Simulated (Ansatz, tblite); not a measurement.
# The cluster Zr4O8: removing and adding an electron

Aim: the energy of removing and adding an electron for the cluster Zr4O8, by energy differences, and how well orbital energies stand in for it.

Program: Ansatz 0.2.0, Gaussian basis. Level of theory: as each input shows. These are calculated values, not measurements.

The runs, in order: charge +1 doublet, at the geometry of the singlet (PBE0-D4/def2-TZVP, PBE-D4/def2-TZVP, r2SCAN-D4/def2-TZVP); charge -1 doublet, at the geometry of the singlet (PBE0-D4/def2-TZVP, PBE-D4/def2-TZVP, r2SCAN-D4/def2-TZVP); the starting singlet's energies come from earlier runs.

2 further runs of the same task are left out: 2 set aside as unsound or not needed. Runs told in other sessions of the task aren't counted.

## Step 1: The relaxed structure

The singlet was relaxed beforehand with PBE-D4/def2-SVP. At that level it is the lowest of the isomers that a small search found.

12 atoms, charge 0, spin multiplicity 1.

Atoms are counted from 1 here; the program's logs count them from 0.

Bond lengths: Zr1–O5 2.095 Å, Zr1–O9 2.021 Å, Zr1–O10 2.021 Å, Zr1–O12 1.908 Å, Zr2–O6 2.137 Å, Zr2–O7 1.779 Å, Zr2–O8 2.126 Å, Zr2–O11 2.125 Å, Zr3–O5 2.086 Å, Zr3–O6 2.104 Å, Zr3–O8 1.924 Å, Zr3–O9 2.035 Å, Zr3–O12 2.365 Å, Zr4–O5 2.086 Å, Zr4–O6 2.103 Å, Zr4–O10 2.036 Å, Zr4–O11 1.924 Å, Zr4–O12 2.365 Å. Angles: O5–Zr1–O9 75.7°, O5–Zr1–O10 75.7°, O5–Zr1–O12 80.3°, O9–Zr1–O10 150.7°, O9–Zr1–O12 84.6°, O10–Zr1–O12 84.6°, O6–Zr2–O7 111.3°, O6–Zr2–O8 77.0°, O6–Zr2–O11 77.0°, O7–Zr2–O8 118.6°, O7–Zr2–O11 118.4°, O8–Zr2–O11 122.6°, O5–Zr3–O6 79.4°, O5–Zr3–O8 88.9°, O5–Zr3–O9 75.6°, O5–Zr3–O12 70.7°, O6–Zr3–O8 82.3°, O6–Zr3–O9 140.4° and more.

Zr takes a core potential in the def2 sets. No spin-orbit coupling is included.

## Step 2: Charge +1 doublet at the fixed geometry, PBE0-D4/def2-TZVP

in.yaml

```yaml
crystal:
  periodic: [false, false, false]
  atoms:
    - {symbol: Zr, position_ang: [-2.139501, -0.904315, -1.328512]}
    - {symbol: Zr, position_ang: [2.026556, 1.040460, 0.669270]}
    - {symbol: Zr, position_ang: [-1.091968, 1.044358, 0.564500]}
    - {symbol: Zr, position_ang: [0.487810, -1.518953, -0.234504]}
    - {symbol: O, position_ang: [-0.339085, 0.154570, -1.165314]}
    - {symbol: O, position_ang: [0.417780, -0.172716, 1.380210]}
    - {symbol: O, position_ang: [3.209043, 1.364978, 1.957534]}
    - {symbol: O, position_ang: [0.342452, 2.325002, 0.487430]}
    - {symbol: O, position_ang: [-2.695113, 0.928648, -0.683684]}
    - {symbol: O, position_ang: [-0.712322, -2.288822, -1.687363]}
    - {symbol: O, position_ang: [2.233207, -0.743012, -0.468190]}
    - {symbol: O, position_ang: [-1.738860, -1.230207, 0.508624]}
basis:
  gaussian: {orbitals: def2-TZVP}
total_charge: 1
magnetization: {spin_polarized: true, initial_magnetization: 1}
hamiltonian: {xc: pbe0, dispersion: d4}
scf: {omitted_lower_state_checks: [starts]}
output: {orbitals: {seedname: orbitals}}
```

Started as:

```
$ ansatz run in.yaml --threads 4 --pin off --events-out ev --progress --plain --max-ram 6963MiB
```

Standard output:

```text
Functional definition: PBE0
  name "PBE0"
  cite "Adamo & Barone, J. Chem. Phys. 110, 6158 (1999) doi:10.1063/1.478522"
  cite "Perdew, Burke & Ernzerhof, Phys. Rev. Lett. 77, 3865 (1996) doi:10.1103/PhysRevLett.77.3865"
  parent pbe
  parameter a = 0.25
  parameter kappa = 0.804
  parameter beta = 0.06672455060314922
  exchange = (1 - a)*pbe_x(kappa = kappa, mu = beta*pi^2/3) + a*exact_x
  correlation = pbe_c(beta = beta)
these checks for a lower state are left out or cut short: starts
2804 factors; their error is unknown
the host lacks memory for fits, so the integrals are decomposed
3066 factors; integrals over basis functions are off by at most 9.9e-4 eV
mean field evaluation 1: about -21434.5847 eV, gradient 1.4e2 eV
mean field evaluation 2: about -20640.5203 eV, gradient 4.0e2 eV
mean field evaluation 4: about -21474.1754 eV, gradient 7.5e1 eV
mean field evaluation 8: about -21497.9513 eV, gradient 2.1e0 eV
mean field evaluation 16: about -21498.3536 eV, gradient 1.5e-1 eV
mean field evaluation 32: about -21498.3539 eV, gradient 3.1e-3 eV
mean field -21498.35389294 eV, -790.0499334581 hartree, gradient 7.0e-6 eV, S^2 0.761787; 0 other end points of the search recorded, 0 dependent functions left out
reference -21498.35397599 eV, -790.0499365100 hartree; 56, 55 occupied and 352, 353 virtual orbitals, 3066 factors
Total energy: -21498.87803756 eV, -790.0691954174 hartree
Checks for a lower state left out: starts
```

It took 2.4 min on 4 threads of Arm Neoverse V1, shared host; peak memory 3.5 GiB.

From the report: HOMO -11.56 eV, LUMO -10.30 eV (over both spins); ⟨S²⟩ 0.762 (pure: 0.75).

## Step 3: Charge +1 doublet at the fixed geometry, PBE-D4/def2-TZVP

start.molden holds the orbitals of an earlier run on this state, given as this run's starting guess.

Changes to in.yaml since step 2:

```diff
@@ -16,6 +16,6 @@
 basis:
-  gaussian: {orbitals: def2-TZVP}
+  gaussian: {orbitals: def2-TZVP, initial_orbitals: start.molden}
 total_charge: 1
 magnetization: {spin_polarized: true, initial_magnetization: 1}
-hamiltonian: {xc: pbe0, dispersion: d4}
+hamiltonian: {xc: pbe, dispersion: d4}
 scf: {omitted_lower_state_checks: [starts]}
```

Same command.

Standard output:

```text
Functional definition: PBE
  name "PBE"
  cite "Perdew, Burke & Ernzerhof, Phys. Rev. Lett. 77, 3865 (1996) doi:10.1103/PhysRevLett.77.3865"
  parent pbe
  parameter kappa = 0.804
  parameter beta = 0.06672455060314922
  exchange = pbe_x(kappa = kappa, mu = beta*pi^2/3)
  correlation = pbe_c(beta = beta)
these checks for a lower state are left out or cut short: starts
2492 factors; their error is unknown
mean field evaluation 1: about -21502.6240 eV, gradient 1.1e1 eV
mean field evaluation 2: about -21503.3446 eV, gradient 5.4e0 eV
mean field evaluation 4: about -21503.4863 eV, gradient 2.5e-1 eV
mean field evaluation 8: about -21503.4952 eV, gradient 3.2e-5 eV
mean field -21503.49520801 eV, -790.2388733018 hartree, gradient 8.5e-6 eV, S^2 0.755504; 0 other end points of the search recorded, 0 dependent functions left out
reference -21503.49531710 eV, -790.2388773109 hartree; 56, 55 occupied and 352, 353 virtual orbitals, 2492 factors
Total energy: -21504.10037380 eV, -790.2611127343 hartree
Checks for a lower state left out: starts
```

Wall time 97 s (4 threads of Arm Neoverse V1, shared host); peak memory 2.8 GiB.

HOMO -10.82 eV, LUMO -10.64 eV (over both spins); ⟨S²⟩ 0.756 (pure: 0.75).

## Step 4: Charge +1 doublet at the fixed geometry, r2SCAN-D4/def2-TZVP

Changes to in.yaml since step 3:

```diff
@@ -19,3 +19,3 @@
 magnetization: {spin_polarized: true, initial_magnetization: 1}
-hamiltonian: {xc: pbe, dispersion: d4}
+hamiltonian: {xc: r2scan, dispersion: d4}
 scf: {omitted_lower_state_checks: [starts]}
```

Same command.

Standard output, cut to the lines that bear on the results:

```text
Functional definition: r2SCAN
  name "r2SCAN"
  cite "Furness, Kaplan, Ning, Perdew & Sun, J. Phys. Chem. Lett. 11, 8208 (2020) doi:10.1021/acs.jpclett.0c02405"
  cite "Furness, Kaplan, Ning, Perdew & Sun, J. Phys. Chem. Lett. 11, 9248 (2020) doi:10.1021/acs.jpclett.0c03077"
  parent r2scan
[...]
2492 factors; their error is unknown
[...]
mean field -21513.56805912 eV, -790.6090437526 hartree, gradient 2.2e-6 eV, S^2 0.761583; 0 other end points of the search recorded, 0 dependent functions left out
reference -21513.56811142 eV, -790.6090456745 hartree; 56, 55 occupied and 352, 353 virtual orbitals, 2492 factors
Total energy: -21513.71335505 eV, -790.6143832793 hartree
Checks for a lower state left out: starts
```

Run time: 4 min. Hardware: 4 threads of Arm Neoverse V1, shared host; peak memory 3.1 GiB.

From the report: HOMO -10.87 eV, LUMO -10.67 eV (over both spins); ⟨S²⟩ 0.762 (pure: 0.75).

## Step 5: Vertical ionisation energy

Charged state less starting state, singlet to doublet; the starting state's energies are those of its earlier runs.

| level | vertical ionisation energy (eV) | time |
| --- | --- | --- |
| PBE-D4/def2-TZVP | +8.36 | 1.9 min |
| r2SCAN-D4/def2-TZVP | +8.46 | 4.5 min |
| PBE0-D4/def2-TZVP | +8.74 | 3 min |

Times add the two runs; a level without a time comes out of a correlated run.

Beside −ε(HOMO) of the starting state:

| level | −ε(HOMO) (eV) | by difference (eV) | mismatch (eV) |
| --- | --- | --- | --- |
| PBE-D4/def2-TZVP | 5.80 | 8.36 | -2.56 |
| r2SCAN-D4/def2-TZVP | 6.01 | 8.46 | -2.45 |
| PBE0-D4/def2-TZVP | 7.15 | 8.74 | -1.59 |

## Step 6: Charge -1 doublet at the fixed geometry, PBE0-D4/def2-TZVP

Changes to in.yaml since step 4:

```diff
@@ -16,6 +16,6 @@
 basis:
-  gaussian: {orbitals: def2-TZVP, initial_orbitals: start.molden}
-total_charge: 1
+  gaussian: {orbitals: def2-TZVP}
+total_charge: -1
 magnetization: {spin_polarized: true, initial_magnetization: 1}
-hamiltonian: {xc: r2scan, dispersion: d4}
+hamiltonian: {xc: pbe0, dispersion: d4}
 scf: {omitted_lower_state_checks: [starts]}
```

Launched as before.

Standard output, cut to the lines that bear on the results:

```text
Functional definition: PBE0
  name "PBE0"
  cite "Adamo & Barone, J. Chem. Phys. 110, 6158 (1999) doi:10.1063/1.478522"
  cite "Perdew, Burke & Ernzerhof, Phys. Rev. Lett. 77, 3865 (1996) doi:10.1103/PhysRevLett.77.3865"
  parent pbe
[...]
2804 factors; their error is unknown
the host lacks memory for fits, so the integrals are decomposed
3066 factors; integrals over basis functions are off by at most 9.9e-4 eV
[...]
mean field -21508.50117976 eV, -790.4228393705 hartree, gradient 2.1e-5 eV, S^2 0.750899; 0 other end points of the search recorded, 0 dependent functions left out
reference -21508.50123627 eV, -790.4228414472 hartree; 57, 56 occupied and 351, 352 virtual orbitals, 3066 factors
Total energy: -21509.07624573 eV, -790.4439726552 hartree
Checks for a lower state left out: starts
```

Run time: 77 s. Hardware: 4 threads of Arm Neoverse V1, shared host; peak memory 3.3 GiB.

Report: HOMO -0.06 eV, LUMO 1.17 eV (over both spins); ⟨S²⟩ 0.751 (pure: 0.75).

## Step 7: Charge -1 doublet at the fixed geometry, PBE-D4/def2-TZVP

Changes to in.yaml since step 6:

```diff
@@ -16,6 +16,6 @@
 basis:
-  gaussian: {orbitals: def2-TZVP}
+  gaussian: {orbitals: def2-TZVP, initial_orbitals: start.molden}
 total_charge: -1
 magnetization: {spin_polarized: true, initial_magnetization: 1}
-hamiltonian: {xc: pbe0, dispersion: d4}
+hamiltonian: {xc: pbe, dispersion: d4}
 scf: {omitted_lower_state_checks: [starts]}
```

Launched as before.

Standard output:

```text
Functional definition: PBE
  name "PBE"
  cite "Perdew, Burke & Ernzerhof, Phys. Rev. Lett. 77, 3865 (1996) doi:10.1103/PhysRevLett.77.3865"
  parent pbe
  parameter kappa = 0.804
  parameter beta = 0.06672455060314922
  exchange = pbe_x(kappa = kappa, mu = beta*pi^2/3)
  correlation = pbe_c(beta = beta)
these checks for a lower state are left out or cut short: starts
2492 factors; their error is unknown
mean field evaluation 1: about -21512.6700 eV, gradient 1.1e1 eV
mean field evaluation 2: about -21513.1908 eV, gradient 5.5e-1 eV
mean field evaluation 4: about -21513.2266 eV, gradient 1.1e-1 eV
mean field evaluation 8: about -21513.2230 eV, gradient 1.3e-4 eV
mean field -21513.22301813 eV, -790.5963637300 hartree, gradient 2.1e-5 eV, S^2 0.751392; 0 other end points of the search recorded, 0 dependent functions left out
reference -21513.22308519 eV, -790.5963661944 hartree; 57, 56 occupied and 351, 352 virtual orbitals, 2492 factors
Total energy: -21513.88636522 eV, -790.6207412857 hartree
Checks for a lower state left out: starts
```

It took 39 s on 4 threads of Arm Neoverse V1, shared host; peak memory 1.3 GiB.

From the report: HOMO 0.34 eV, LUMO 0.58 eV (over both spins); ⟨S²⟩ 0.751 (pure: 0.75). Doubts: highest occupied level lies above zero.

## Step 8: Charge -1 doublet at the fixed geometry, r2SCAN-D4/def2-TZVP

Changes to in.yaml since step 7:

```diff
@@ -19,3 +19,3 @@
 magnetization: {spin_polarized: true, initial_magnetization: 1}
-hamiltonian: {xc: pbe, dispersion: d4}
+hamiltonian: {xc: r2scan, dispersion: d4}
 scf: {omitted_lower_state_checks: [starts]}
```

Launched as before.

Standard output:

```text
Functional definition: r2SCAN
  name "r2SCAN"
  cite "Furness, Kaplan, Ning, Perdew & Sun, J. Phys. Chem. Lett. 11, 8208 (2020) doi:10.1021/acs.jpclett.0c02405"
  cite "Furness, Kaplan, Ning, Perdew & Sun, J. Phys. Chem. Lett. 11, 9248 (2020) doi:10.1021/acs.jpclett.0c03077"
  parent r2scan
  parameter k0 = 0.174
  parameter k1 = 0.065
  parameter a1 = 4.9479
  exchange = r2scan_x(k0 = k0, k1 = k1, a1 = a1)
  correlation = r2scan_c
these checks for a lower state are left out or cut short: starts
2492 factors; their error is unknown
mean field evaluation 1: about -21523.2671 eV, gradient 6.0e0 eV
mean field evaluation 2: about -21523.4336 eV, gradient 1.9e-1 eV
mean field evaluation 4: about -21523.4306 eV, gradient 3.9e-2 eV
mean field evaluation 8: about -21523.4306 eV, gradient 2.2e-5 eV
mean field -21523.43062846 eV, -790.9714864908 hartree, gradient 2.1e-5 eV, S^2 0.751473; 0 other end points of the search recorded, 0 dependent functions left out
reference -21523.43068942 eV, -790.9714887309 hartree; 57, 56 occupied and 351, 352 virtual orbitals, 2492 factors
Total energy: -21523.59154509 eV, -790.9774000677 hartree
Checks for a lower state left out: starts
```

Run time: 86 s. Hardware: 4 threads of Arm Neoverse V1, shared host; peak memory 1.5 GiB.

From the report: HOMO 0.45 eV, LUMO 0.83 eV (over both spins); ⟨S²⟩ 0.751 (pure: 0.75). Doubts: highest occupied level lies above zero.

## Step 9: Vertical electron affinity

Starting state less charged state (positive: the electron is bound), singlet to doublet; the starting state's energies are those of its earlier runs.

| level | vertical electron affinity (eV) | time |
| --- | --- | --- |
| PBE-D4/def2-TZVP | +1.43 | 53 s |
| r2SCAN-D4/def2-TZVP | +1.42 | 2 min |
| PBE0-D4/def2-TZVP | +1.46 | 1.9 min |

Times add the two runs; a level without a time comes out of a correlated run.

Beside −ε(LUMO) of the starting state:

| level | −ε(LUMO) (eV) | by difference (eV) | mismatch (eV) |
| --- | --- | --- | --- |
| PBE-D4/def2-TZVP | 3.09 | 1.43 | +1.66 |
| r2SCAN-D4/def2-TZVP | 2.75 | 1.42 | +1.33 |
| PBE0-D4/def2-TZVP | 2.49 | 1.46 | +1.03 |

## Step 10: What came out

```
                                            quantity                                  value
vertical ionisation energy, functionals in def2-TZVP     8.36 (PBE-D4) to 8.74 eV (PBE0-D4)
vertical electron affinity, functionals in def2-TZVP  1.42 (r2SCAN-D4) to 1.46 eV (PBE0-D4)
```

What this shows: The vertical ionisation energy spans 8.36 to 8.74 eV over the functionals. −ε(HOMO) misses the level's own difference by -1.59 eV at best (PBE0-D4) and -2.56 eV at worst (PBE-D4). The vertical electron affinity spans 1.42 to 1.46 eV over the functionals. −ε(LUMO) misses the level's own difference by +1.03 eV at best (PBE0-D4) and +1.66 eV at worst (PBE-D4). The charged states' spins were chosen beforehand and needn't be their lowest.

The anion's highest level is positive in at least one run, so there the basis alone may hold the extra electron.
